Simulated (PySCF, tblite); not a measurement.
# C7H7NS2: geometry, infrared bands, NMR shifts and electronic excitations

Wanted: the infrared bands, NMR shifts and electronic excitations of C7H7NS2 (`CNc1cc2sccc2s1`), by calculation.

Programs: tblite 0.8.0 and PySCF 2.14.0, with density-fitted response routines of our own. Each step states its level of theory. These are calculated values for one molecule in the gas phase, unless marked as measured. Atoms are numbered from 0 throughout.

### Step 1. Starting geometry

17 atoms, charge 0, multiplicity 1; geometry from: force field or distance geometry start.

Bonds of the start (Å): C0–N1 1.44, N1–C2 1.37, C2–C3 1.36, C3–C4 1.42, C4–S5 1.74, S5–C6 1.72, C6–C7 1.37, C7–C8 1.43, C8–S9 1.75, S9–C2 1.71, C8–C4 1.37, C0–H10 1.09, C0–H11 1.11, C0–H12 1.09, N1–H13 1.00, C3–H14 1.09, C6–H15 1.08, C7–H16 1.08.

### Step 2. Optimising the geometry with GFN2-xTB

What the job is given:

```
{"job": {"kind": "relax", "xc": "GFN2-xTB", "basis": "xTB"}, "charge": 0, "multiplicity": 1}
C     -3.179900    -0.387500     0.229200
N     -2.240800     0.345500    -0.583000
C     -0.889300     0.299500    -0.359400
C     -0.203600    -0.385000     0.594000
C      1.202100    -0.174600     0.502600
S      2.604400    -0.728100     1.365600
C      3.621900     0.191400     0.327600
C      2.947600     0.893500    -0.634100
C      1.539800     0.664400    -0.527800
S      0.123900     1.215800    -1.391200
H     -3.148500    -0.068200     1.275100
H     -4.205600    -0.195600    -0.134600
H     -3.016700    -1.462200     0.183700
H     -2.602700     0.904400    -1.335400
H     -0.661700    -1.018000     1.352400
H      4.688300     0.166500     0.502600
H      3.413800     1.523300    -1.377300
```

Command:

```bash
> OMP_NUM_THREADS=1 python probes_run.py task.json out
```

One launch serves the whole session: the jobs run in the order shown.

**Question.** This job is followed by: GFN2-xTB harmonic vibrations, gas phase; PBE0-D3(BJ)/def2-SVP geometry optimisation, gas phase; GIAO PBE0/pcSseg-1 NMR shielding, non-relativistic, gas phase; TDDFT B3LYP/def2-SVPD, vertical, gas phase, core orbitals frozen in the response; GIAO wB97X-D/pcSseg-1 NMR shielding, non-relativistic, gas phase. Predict these results of the whole session: strongest single infrared mode (GFN2-xTB); zero-point energy (GFN2-xTB); point group; rotational constants (main isotopes); 13C shifts against TMS (PBE0/pcSseg-1); 1H shifts against TMS (PBE0/pcSseg-1, means over atoms taken as alike); 15N shifts against NH3 (PBE0/pcSseg-1); 33S shifts against CS2 (PBE0/pcSseg-1); surface potential, 1st and 99th percentile; lowest singlet (B3LYP/def2-SVPD); brightest single state of those computed; lowest triplet; vertical ionisation energy (ΔSCF); range of the shift of N1.

The runs gave:

| quantity | value |
| --- | --- |
| strongest single infrared mode (GFN2-xTB) | 1579 cm⁻¹, 454 km/mol |
| zero-point energy (GFN2-xTB) | 76.5 kcal/mol |
| point group | C1 |
| rotational constants (main isotopes) | 2.29, 0.68, 0.52 GHz |
| 13C shifts against TMS (PBE0/pcSseg-1) | 163.4, 145.6, 128.8, 126.8, 123.4, 94.9, 32.5 ppm |
| 1H shifts against TMS (PBE0/pcSseg-1, means over atoms taken as alike) | 6.98, 6.76, 5.93, 3.04, 2.80 ppm |
| 15N shifts against NH3 (PBE0/pcSseg-1) | 74.0 ppm |
| 33S shifts against CS2 (PBE0/pcSseg-1) | 174, 150 ppm |
| surface potential, 1st and 99th percentile | -0.92 V and 1.84 V |
| lowest singlet (B3LYP/def2-SVPD) | 4.00 eV (310 nm), f = 0.009 |
| brightest single state of those computed | state 2, 4.29 eV, f = 0.310 |
| lowest triplet | 2.99 eV |
| vertical ionisation energy (ΔSCF) | 6.97 eV |
| range of the shift of N1 | 68.8 to 74.0 ppm |

The optimisation took 94 steps and gained 0.114 eV; among the close pairs (by a distance rule), C2–S9 changed most, from 1.712 to 1.758 Å (GFN2-xTB). All 45 modes are real, so the xTB geometry is a minimum. The strongest single mode, at 1579 cm⁻¹, moves mainly C2. GFN2-xTB is a fitted tight-binding method: band positions and strengths are rough. Its intensities can rank the bands wrongly. Relaxing lowered the energy by 0.203 eV in 5 steps; the close pair that moved most is C0–H12, from 1.042 to 1.102 Å (PBE0/def2-SVP). NICS(1)zz of -16 ppm above the planar ring from C2 marks a diatropic (aromatic) ring current. NICS(1)zz of -23 ppm above the planar ring from C4 marks a diatropic (aromatic) ring current. At PBE0/pcSseg-1, counted by nearest atom on the grid, the HOMO lies on N1 17 %; 4 C atoms about 14 % each, the LUMO on C2, C6 about 16 % each; S5 14 %. The lowest singlet, at 4.00 eV, is HOMO→LUMO+1 0.88, HOMO→LUMO 0.10 and is weak; of the 10 states computed, the strongest absorption comes from state 2 at 4.29 eV. The lowest triplet lies 1.01 eV below the lowest singlet (triplets in Tamm-Dancoff, singlets in full TDDFT). ΔSCF puts the ionisation energy at 6.97 eV, 1.76 eV above −ε(HOMO). Across the 2 runs the shift of N1 moves most, between 68.8 (wB97X-D/pcSseg-1) and 74.0 ppm (PBE0/pcSseg-1). Part of that comes from the computed reference.
